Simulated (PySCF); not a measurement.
**RbBr: changing the method**

Aim: see what other levels and later steps give for RbBr.

Computed with PySCF 2.14.0. Level: each script names its method and basis.

3 further runs of the same task are left out: 2 for a known fault of the program, 1 that didn't finish.

## Step 1: Where the work starts

RbBr: 2 atoms, charge 0, spin multiplicity 1.

Bond lengths: Rb1–Br2 2.953 Å.

## Step 2: The run that the others are compared with

input.py

```python
from pyscf import gto, scf
from pyscf.prop.polarizability import uhf as pol

mol = gto.M(
    atom='Rb 0 0 0; Br 0 0 2.953',
    basis='sto-3g',
    charge=0,
    spin=0,
    verbose=4,
)
mf = scf.UHF(mol)
mf.kernel()
print('polarizability (a.u.)')
print(pol.Polarizability(mf).polarizability().round(4))
mf.dip_moment()
print('orbital energies (hartree):', [e[max(0, n-3):n+3].round(4) for e, n in zip(mf.mo_energy, mol.nelec)])
```

Launch:

```
$ OMP_NUM_THREADS=1 python input.py
```

## Step 3: CASCI (ROHF)

Edit 1 changes step after the SCF: polarizability → casci; SCF type: UHF → ROHF; active space: none → 4 electrons in 6 orbitals.

input.py

```python
from pyscf import gto, scf, mcscf

mol = gto.M(
    atom='Rb 0 0 0; Br 0 0 2.953',
    basis='sto-3g',
    charge=0,
    spin=0,
    verbose=4,
)
mf = scf.ROHF(mol)
mf.kernel()
mc = mcscf.CASCI(mf, 6, 4)
mc.kernel()
mc.analyze()
mf.dip_moment()
print('orbital energies (hartree):', mf.mo_energy[..., max(0, mol.nelec[1]-3):mol.nelec[0]+3].round(4))
```

## Step 4: MP2

Edit 2 changes step after the SCF: polarizability → mp2; frozen orbitals: none → 18.

input.py

```python
from pyscf import gto, scf, mp

mol = gto.M(
    atom='Rb 0 0 0; Br 0 0 2.953',
    basis='sto-3g',
    charge=0,
    spin=0,
    verbose=4,
)
mf = scf.UHF(mol)
mf.kernel()
mp.MP2(mf, frozen=18).kernel()
mf.dip_moment()
print('orbital energies (hartree):', [e[max(0, n-3):n+3].round(4) for e, n in zip(mf.mo_energy, mol.nelec)])
```

## Step 5: NEVPT2 (ROHF)

Edit 3 changes step after the SCF: polarizability → nevpt2; SCF type: UHF → ROHF; active space: none → 10 electrons in 8 orbitals.

input.py

```python
from pyscf import gto, scf, mcscf, mrpt

mol = gto.M(
    atom='Rb 0 0 0; Br 0 0 2.953',
    basis='sto-3g',
    charge=0,
    spin=0,
    verbose=4,
)
mf = scf.ROHF(mol)
mf.kernel()
mc = mcscf.CASSCF(mf, 8, 10)
mc.kernel()
mc.analyze()
mrpt.NEVPT(mc).kernel()
mf.dip_moment()
print('orbital energies (hartree):', mf.mo_energy[..., max(0, mol.nelec[1]-3):mol.nelec[0]+3].round(4))
```

## Step 6: SCF alone

Edit 4 changes step after the SCF: polarizability → none.

Edit input.py of step 2 so:

```diff
@@ -1,3 +1,2 @@
 from pyscf import gto, scf
-from pyscf.prop.polarizability import uhf as pol
 
@@ -12,4 +11,2 @@
 mf.kernel()
-print('polarizability (a.u.)')
-print(pol.Polarizability(mf).polarizability().round(4))
 mf.dip_moment()
```

## Step 7: Geometry optimisation

Edit 5 changes step after the SCF: polarizability → optimize.

input.py

```python
from pyscf import gto, scf
from pyscf.geomopt.geometric_solver import optimize

mol = gto.M(
    atom='Rb 0 0 0; Br 0 0 2.953',
    basis='sto-3g',
    charge=0,
    spin=0,
    verbose=4,
)
mf = scf.UHF(mol)
mf.kernel()
mol_eq = optimize(mf, maxsteps=30)
print('optimised geometry (angstrom)')
print(mol_eq.tostring('raw'))
print('orbital energies (hartree):', [e[max(0, n-3):n+3].round(4) for e, n in zip(mf.mo_energy, mol.nelec)])
```

## Step 8: Stability test

Edit 6 changes step after the SCF: polarizability → stability.

input.py

```python
from pyscf import gto, scf

mol = gto.M(
    atom='Rb 0 0 0; Br 0 0 2.953',
    basis='sto-3g',
    charge=0,
    spin=0,
    verbose=4,
)
mf = scf.UHF(mol)
mf.kernel()
mf.stability(internal=True, external=True)
mf.dip_moment()
print('orbital energies (hartree):', [e[max(0, n-3):n+3].round(4) for e, n in zip(mf.mo_energy, mol.nelec)])
```

What does the calculation give? Wanted: for each run, E(SCF); from base; gap; SCF dipole; after the SCF.

The runs gave:

| run | E(SCF) (hartree) | from base (eV) | cycles | gap (eV) | SCF dipole (D) | after the SCF |
| --- | --- | --- | --- | --- | --- | --- |
| base | -5452.400652 | 0 | 9 | 10.60 | 11.40 | n/a |
| CASCI (ROHF) | -5452.400652 | 0.0000 | 7 | n/a | 11.40 | CASCI correlation -0.003 eV |
| MP2 | -5452.400652 | 0.0000 | 9 | 10.60 | 11.40 | MP2 correlation -0.529 eV, core frozen |
| NEVPT2 (ROHF) | -5452.400652 | 0.0000 | 7 | n/a | 11.40 | NEVPT2 correlation -0.589 eV (from the SCF energy, the CASSCF gain included) |
| SCF alone | -5452.400652 | 0.0000 | 9 | 10.60 | 11.40 | n/a |
| geometry optimisation | -5452.400652 | 0.0000 | 9 | 10.60 | n/a | bond 2.915 Å, -0.007 eV |
| stability test | -5452.400652 | 0.0000 | 9 | 10.60 | 11.40 | stable |

SCF columns refer to the geometry typed in the script.

**Reading.** The dearest run is “NEVPT2 (ROHF)”, at 9 s against 0.98 s.
